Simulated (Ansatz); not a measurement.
# YbN (zincblende): equation of state and elastic constants

The task here is to estimate one member of a computed series from the others.

Method: DFT PBE+U (U_eff = 6 eV on Yb 4f), scalar-relativistic, plane waves, PAW, in Ansatz 0.2.0.

4 further runs of the same task are left out: 3 that didn't finish, 1 set aside as unsound or not needed.

## The system as given

Symmetry: F-43m, No. 216, cubic system. The conventional cell has a = 5.162 Å, b = 5.162 Å, c = 5.162 Å, α = 90.00°, β = 90.00°, γ = 90.00°. Yb (site symmetry -43m) has 4 N at 2.24 Å as nearest neighbours. N (site symmetry -43m) has 4 Yb at 2.24 Å as nearest neighbours.

Structure file:

```
CELL_PARAMETERS angstrom
0.00000 2.58118 2.58118
2.58118 0.00000 2.58118
2.58118 2.58118 0.00000
ATOMIC_POSITIONS crystal
Yb 0.00000 0.00000 0.00000
N 0.25000 0.25000 0.25000
```

This cell comes from an earlier session at PBE+U (U_eff = 6 eV on Yb 4f): 17.197 Å³/atom at -0.02 GPa, on a 8×8×8 mesh.

Volume factors to run: 0.980, 1.020, 0.960, 1.040, 1.070, 1.100, 0.945.

The first run:

Input file input.yaml:

```yaml
crystal:
  lattice:
    - [0.0, 2.5638580786, 2.5638580786]
    - [2.5638580786, 0.0, 2.5638580786]
    - [2.5638580786, 2.5638580786, 0.0]
  atoms:
    - { symbol: Yb, position: [0.0, 0.0, 0.0], spin: 1.08 }
    - { symbol: "N", position: [0.25, 0.25, 0.25] }
basis:
  ecutwfc: 420
  ecutrho_ratio: 4
kpoints:
  mp_grid: { grid: [8, 8, 8] }
hamiltonian:
  xc: pbe
  hubbard:
    sites:
      - { species: Yb, l: f, u_eff: 6.0, starting_ns: start.occupation_matrices }
    ns_hold: { iters: 6 }
scf:
  occupations: { method: gaussian, width: 0.05 }
  lower_state_search: "off"
output:
  forces: true
  stress: true
  eigenvalues: true
  populations: true
  hubbard: { sites: [{ species: Yb, l: f }] }
magnetization:
  spin_polarized: true
```

start.occupation_matrices holds the open shells' occupation matrices from the neighbouring geometry.

Command:

```console
> ansatz run input.yaml --threads 2 --pin off --max-ram 2662MiB --backend cpu --events-out ev --progress --plain --runs-dir out
```

Among the steps run: Volume × 0.980; At 1.020 of the relaxed volume; Volume × 0.960; Scaling the volume by 1.040; Volume × 1.070; Scaling the volume by 1.100; At 0.945 of the relaxed volume.

One table of the session follows, with a row left open; its other results are not shown here.

It belongs to the step «The fit». 

```
volume (Å³/atom)  energy (meV/atom)  pressure (GPa)  gap (eV)
          16.251              21.42            7.62      1.36
          16.509              11.01            5.33      1.32
          16.853                  ?               ?         ?
          17.197               0.00           -0.02      1.21
          17.541               2.57           -2.33      1.15
          17.885               9.83           -4.42      1.08
          18.401              28.65           -7.20      0.99
          18.917              55.76           -9.59      0.90
```

**Question.** Estimate the row for volume (Å³/atom) = 16.853.

Worked estimate for «energy (meV/atom)». A straight line through the neighbours (16.509, 11.01) and (17.197, 0.00) gives 11.01 + (0.00 − 11.01) × (16.853 − 16.509) / (17.197 − 16.509) = 5.50; a parabola fitted to 4 rows on both sides gives 2.69.

As computed: energy (meV/atom): 2.63; pressure (GPa): 2.52; gap (eV): 1.27. In «energy (meV/atom)» the line misses by +2.87 and the parabola by +0.06.

Limits of these values: Warnings in the runs' records: symmetry narrowed by occupation matrices, stability check not made.
